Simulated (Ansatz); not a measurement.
# C2H7BO: the cost of one run

All numbers below are computed with Ansatz 0.2.0 (RKS CAM-B3LYP/def2-SVP).

## Step 1: The system as given

Bond lengths: B1–C2 1.856 Å, C2–C3 1.528 Å, B1–O4 1.292 Å, B1–H5 1.319 Å, B1–H6 1.170 Å, C2–H7 1.099 Å, C2–H8 1.091 Å, C3–H9 1.088 Å, C3–H10 1.091 Å, C3–H11 1.089 Å. Angles (14 of 18 angles, heavy atoms first): B1–C2–C3 108.7°, C2–B1–O4 107.7°, B1–C2–H7 121.5°, B1–C2–H8 101.6°, C3–C2–H7 108.8°, C3–C2–H8 110.5°, C2–B1–H5 48.9°, C2–B1–H6 118.8°, O4–B1–H5 58.8°, O4–B1–H6 133.5°, C2–C3–H9 110.8°, C2–C3–H10 111.5°, C2–C3–H11 110.8°, H7–C2–H8 105.2°.

Structure file:

```xyz
11

B    -0.5650    1.2667    0.6738
C     0.6136    0.1043   -0.1649
C    -0.0201   -1.2853   -0.2138
O    -1.0160    2.0820   -0.2213
H    -0.1952    1.1695   -0.5882
H    -0.7666    1.1354    1.8188
H     1.0422    0.3331   -1.1508
H     1.4593    0.1137    0.5241
H    -0.3941   -1.5739    0.7660
H     0.6987   -2.0411   -0.5334
H    -0.8567   -1.3044   -0.9103
```

## Step 2: A restrained relaxation towards end A

Springs on the bonds that form and break draw the guess towards this end; the thresholds are loose.

The input, input.yaml:

```yaml
crystal:
  periodic: [false, false, false]
  atoms:
    - { symbol: B, position_ang: [-0.565, 1.2667, 0.6738] }
    - { symbol: C, position_ang: [0.6136, 0.1043, -0.1649] }
    - { symbol: C, position_ang: [-0.0201, -1.2853, -0.2138] }
    - { symbol: O, position_ang: [-1.016, 2.082, -0.2213] }
    - { symbol: H, position_ang: [-0.1952, 1.1695, -0.5882] }
    - { symbol: H, position_ang: [-0.7666, 1.1354, 1.8188] }
    - { symbol: H, position_ang: [1.0422, 0.3331, -1.1508] }
    - { symbol: H, position_ang: [1.4593, 0.1137, 0.5241] }
    - { symbol: H, position_ang: [-0.3941, -1.5739, 0.766] }
    - { symbol: H, position_ang: [0.6987, -2.0411, -0.5334] }
    - { symbol: H, position_ang: [-0.8567, -1.3044, -0.9103] }
basis:
  gaussian: { orbitals: def2-SVP }
hamiltonian:
  xc: cam_b3lyp
relax:
  f_tol: 0.15
  max_steps: 25
  restrain:
    - { distance: [4, 1], at: 2.37, k: 30.0 }
    - { distance: [0, 1], at: 1.6, k: 30.0 }
    - { distance: [4, 3], at: 0.97, k: 30.0 }
```

Run with:

```
$ ansatz run input.yaml --threads 2 --pin off --max-ram 3072MiB --backend cpu --events-out ev --progress --plain --runs-dir out
```

What time and memory should one allow on 2 threads of Arm Neoverse V1, shared host?

About 22 s, with a peak of 0.2 GiB.
